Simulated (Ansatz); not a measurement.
# HfC: the cost of one run

Method: DFT LDA, with the methods named in each step, in Ansatz 0.2.0.

## Step 1: The starting structure

Symmetry: Fm-3m, No. 225, cubic system. Conventional cell: a = 4.650 Å, b = 4.650 Å, c = 4.650 Å, α = 90.00°, β = 90.00°, γ = 90.00°. Hf (site symmetry m-3m) is surrounded by 6 C at 2.33 Å. Around C (site symmetry m-3m) lie 6 Hf at 2.33 Å.

Structure file:

```
CELL_PARAMETERS angstrom
0.00000 2.32500 2.32500
2.32500 0.00000 2.32500
2.32500 2.32500 0.00000
ATOMIC_POSITIONS crystal
Hf 0.50000 0.50000 0.50000
C 0.00000 0.00000 0.00000
```

Atoms are numbered in the order of the input: Hf1, C2.

## Step 2: Free moments, LAPW

input.yaml reads:

```yaml
crystal:
  lattice:
    - [0.0, 2.325, 2.325]
    - [2.325, 0.0, 2.325]
    - [2.325, 2.325, 0.0]
  atoms:
    - { symbol: Hf, position: [0.5, 0.5, 0.5], spin: 0.6 }
    - { symbol: C, position: [0.0, 0.0, 0.0] }
magnetization:
  spin_polarized: true
kpoints:
  mp_grid: { grid: [14, 14, 14] }
scf:
  occupations: { method: fermi_dirac, width: 0.03 }
  lower_state_search: "off"
hamiltonian:
  xc: lda
  pseudopotentials: { kind: all_electron, lapw: { basis_error: 0.0005 } }
output:
  forces: true
  stress: true
  eigenvalues: false
  populations: true
  dos: { projected: true, de: 0.1, e_range: [-8, 5] }
```

Command:

```console
$ ansatz run input.yaml --threads 1 --pin off --max-ram 3072MiB --backend cpu --events-out ev --progress --plain --runs-dir out
```

**Question.** How long does this run take on 1 thread of Arm Neoverse V2, shared host, and how much memory does it need?

About 78 s, with a peak of 0.65 GiB.
